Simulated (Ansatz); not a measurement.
# SnF3, relaxed

Aim: in SnF3, a database structure at a slightly changed volume, relax cell and atoms, then read levels, charges and fields where it ends.

The COD cell was measured well above room temperature, so it is larger than a cold one.

All numbers below are computed with Ansatz 0.2.0 (DFT, r2SCAN, no spin polarisation, plane waves, PAW).

### Step 1. The cell

The structure is cubic, space group Fm-3m (No. 225). Conventional cell: a = 8.295 Å, b = 8.295 Å, c = 8.295 Å, α = 90.00°, β = 90.00°, γ = 90.00°. Sn (site symmetry m-3m) is surrounded by 6 F at 2.29 Å. Around Sn (site symmetry m-3m) lie 6 F at 1.86 Å. F (site symmetry 4mm) is surrounded by 2 Sn at 1.86 to 2.29 Å.

Structure file:

```
Sn F
1.0
     0.00000    4.14762    4.14762
     4.14762    0.00000    4.14762
     4.14762    4.14762    0.00000
Sn F
2 6
Direct
  0.00000 0.00000 0.00000
  0.50000 0.50000 0.50000
  0.72400 0.27600 0.27600
  0.27600 0.72400 0.27600
  0.27600 0.72400 0.72400
  0.72400 0.27600 0.72400
  0.27600 0.27600 0.72400
  0.72400 0.72400 0.27600
```

The first density is read from a saved solution for the starting cell.

### Step 2. The relaxation

input.yaml

```yaml
crystal:
  lattice:
    - [0.0, 4.147618, 4.147618]
    - [4.147618, 0.0, 4.147618]
    - [4.147618, 4.147618, 0.0]
  atoms:
    - { symbol: Sn, position: [0.0, 0.0, 0.0] }
    - { symbol: Sn, position: [0.5, 0.5, 0.5] }
    - { symbol: F, position: [0.724, 0.276, 0.276] }
    - { symbol: F, position: [0.276, 0.724, 0.276] }
    - { symbol: F, position: [0.276, 0.724, 0.724] }
    - { symbol: F, position: [0.724, 0.276, 0.724] }
    - { symbol: F, position: [0.276, 0.276, 0.724] }
    - { symbol: F, position: [0.724, 0.724, 0.276] }
  symmetry: { tolerance: 0.0003 }
kpoints:
  mp_grid: { grid: [6, 6, 6], shift: [0, 0, 0] }
magnetization:
  spin_polarized: false
scf:
  occupations: { method: fermi_dirac }
  lower_state_search: "off"
hamiltonian:
  pseudopotentials: { kind: paw }
  xc: r2scan
basis:
  ecutwfc: 500
  fft_grid_basis: typed
relax:
  max_steps: 80
  cell: { p_target: 0.0 }
  f_tol: 0.03
output:
  forces: true
  stress: true
  eigenvalues: true
  bader: true
  populations: true
  elf: true
  write_potential: true
  volumetric_format: npy
  dos:
    e_range: [-12, 8]
    de: 0.05
    projected: { site_lists: { F: [F], Sn: [Sn] } }
checkpoint:
  read: saved_state
```

The run is started by

```sh
> ansatz run input.yaml --threads 2 --pin off --max-ram 3584MiB --backend cpu --events-out ev --progress --plain --runs-dir out
```

**Question.** What will these runs give? Wanted: moves; energy gained; largest move; cell; volume; pressure at the end; gap; least direct gap; Bader charges.

**Answer**, as computed:

| quantity | value |
| --- | --- |
| moves | 3 |
| energy gained | 159.1 meV/atom |
| largest move | 0.03 Å (F) |
| space group (0.01 Å), before / after | Fm-3m / Fm-3m |
| cell | a = 6.155 Å, b = 6.155 Å, c = 6.155 Å, α = 60.00°, β = 60.00°, γ = 60.00° |
| volume | 20.61 Å³/atom (+15.5 %) |
| pressure at the end | -0.02 GPa |
| formation energy (elements from separate runs) | -2.57 eV/atom |
| gap (mesh) | 3.39 eV, indirect |
| least direct gap | 3.92 eV |
| Bader charges | Sn +1.79 to +2.84, F -0.77 e |

What this shows: The volume grew by 15.5 %, and the largest move of an atom is 0.03 Å apart from the change of the cell; the energy fell by 159.1 meV per atom. The run held to 48 symmetry operations, so a lower structure without them is not ruled out. There is a gap of 3.39 eV, with the least direct gap at 3.92 eV; within 0.7 eV of the edges the states project mainly on Sn s (57 %) and F p (36 %) below and Sn s (38 %), Sn p (37 %) and F p (15 %) above. A semilocal functional usually gives too small a gap. Sn loses most charge (+2.31 e on average) and F gains most (-0.77 e). Against the elements' reference phases (alpha-Sn (diamond), F2 molecule; separate runs with the same functional) the formation energy is -2.57 eV per atom, a bound cell by that test.

Keep in mind: the exchange-correlation potential is rough where the density is thin.
